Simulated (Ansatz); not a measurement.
**C6H20N4Si: small, medium and large basis sets**

One table from this session's results is given with a row withheld; the runs are named, their logs left out.

The runs use Ansatz 0.2.0, Gaussian basis; one geometry, several basis sets.

Plan: PBE0-D4/def2-SVP; ωB97M-V/def2-SVP; PBE0-D4/def2-QZVPP; ωB97M-V/def2-QZVPP; the functionals' def2-TZVPP values are taken from earlier runs.

## The relaxed structure

The geometry comes from an earlier relaxation with PBE0-D4 in a triple-zeta def2 set; it is a stationary point, not always the lowest conformer.

SMILES `CN(C)[Si](N)(N(C)C)N(C)C`, 31 atoms, charge 0, spin multiplicity 1.

Atoms are counted from 1 here; the program's logs count them from 0.

Bond lengths: C1–N2 1.442 Å, C1–H12 1.091 Å, C1–H13 1.099 Å, C1–H14 1.101 Å, N2–C3 1.442 Å, N2–Si4 1.723 Å, C3–H15 1.099 Å, C3–H16 1.090 Å, C3–H17 1.101 Å, Si4–N5 1.725 Å, Si4–N6 1.724 Å, Si4–N9 1.723 Å, N5–H18 1.008 Å, N5–H19 1.008 Å, N6–C7 1.442 Å, N6–C8 1.442 Å, C7–H20 1.090 Å, C7–H21 1.099 Å and more. Angles: N2–C1–H12 110.8°, N2–C1–H13 111.2°, N2–C1–H14 111.8°, H12–C1–H13 107.9°, H12–C1–H14 107.9°, H13–C1–H14 107.1°, C1–N2–C3 112.2°, C1–N2–Si4 121.0°, C3–N2–Si4 123.2°, N2–C3–H15 111.0°, N2–C3–H16 110.8°, N2–C3–H17 111.8°, H15–C3–H16 108.4°, H15–C3–H17 107.0°, H16–C3–H17 107.7°, N2–Si4–N5 104.9°, N2–Si4–N6 105.2°, N2–Si4–N9 118.7° and more.

The first run:

in.yaml reads:

```yaml
crystal:
  periodic: [false, false, false]
  atoms:
    - {symbol: C, position_ang: [-2.388108, -0.218442, -0.386792]}
    - {symbol: N, position_ang: [-1.230834, 0.356365, -1.027317]}
    - {symbol: C, position_ang: [-1.400850, 0.473924, -2.454506]}
    - {symbol: Si, position_ang: [0.312081, 0.332459, -0.260778]}
    - {symbol: N, position_ang: [1.324492, 1.294178, -1.273676]}
    - {symbol: N, position_ang: [0.021656, 0.852338, 1.357198]}
    - {symbol: C, position_ang: [-0.916043, 1.903551, 1.664778]}
    - {symbol: C, position_ang: [0.999836, 0.676291, 2.401819]}
    - {symbol: N, position_ang: [1.139237, -1.171615, -0.110276]}
    - {symbol: C, position_ang: [1.980575, -1.714349, -1.148300]}
    - {symbol: C, position_ang: [0.675466, -2.188471, 0.801264]}
    - {symbol: H, position_ang: [-2.220921, -0.331198, 0.685214]}
    - {symbol: H, position_ang: [-3.274524, 0.416470, -0.525033]}
    - {symbol: H, position_ang: [-2.632927, -1.210156, -0.796761]}
    - {symbol: H, position_ang: [-2.219975, 1.165055, -2.697675]}
    - {symbol: H, position_ang: [-0.489204, 0.843747, -2.922822]}
    - {symbol: H, position_ang: [-1.646562, -0.493630, -2.918756]}
    - {symbol: H, position_ang: [0.985717, 2.202760, -1.549022]}
    - {symbol: H, position_ang: [2.303572, 1.350037, -1.040422]}
    - {symbol: H, position_ang: [-1.603476, 2.061815, 0.833803]}
    - {symbol: H, position_ang: [-1.508623, 1.658001, 2.557107]}
    - {symbol: H, position_ang: [-0.406682, 2.858143, 1.868264]}
    - {symbol: H, position_ang: [1.734885, -0.077041, 2.118283]}
    - {symbol: H, position_ang: [0.525394, 0.355360, 3.339692]}
    - {symbol: H, position_ang: [1.540005, 1.611216, 2.616807]}
    - {symbol: H, position_ang: [1.475631, -2.517741, -1.706589]}
    - {symbol: H, position_ang: [2.260784, -0.940476, -1.862328]}
    - {symbol: H, position_ang: [2.899311, -2.144293, -0.725479]}
    - {symbol: H, position_ang: [0.124833, -2.986072, 0.279560]}
    - {symbol: H, position_ang: [1.516083, -2.665056, 1.324861]}
    - {symbol: H, position_ang: [0.011770, -1.760170, 1.553481]}
basis:
  gaussian: {orbitals: def2-SVP}
hamiltonian: {xc: pbe0, dispersion: d4}
output: {orbitals: {seedname: orbitals}}
```

Launch:

```
> ansatz run in.yaml --threads 11 --pin off --events-out ev --progress --plain --max-ram 120832MiB --backend cpu
```

Among the steps run: PBE0-D4 in def2-SVP; ωB97M-V in def2-SVP; PBE0-D4 in def2-QZVPP; ωB97M-V in def2-QZVPP.

One of the session's tables, all rows but one given; the rest of the session is left out.

| functional | basis | HOMO (eV) | LUMO (eV) |
| --- | --- | --- | --- |
| PBE0-D4 | def2-SVP | -5.56 | 1.47 |
| PBE0-D4 | def2-TZVPP | -5.70 | 0.80 |
| PBE0-D4 | def2-QZVPP | -5.73 | 0.38 |
| ωB97M-V | def2-SVP | -7.86 | 3.04 |
| ωB97M-V | def2-TZVPP | -8.00 | 2.16 |
| ωB97M-V | def2-QZVPP | ? | ? |

**Question.** Estimate the row for ωB97M-V, def2-QZVPP.

**Answer.** HOMO (eV): -8.02; LUMO (eV): 1.49. In the column «HOMO (eV)» it is the lowest.
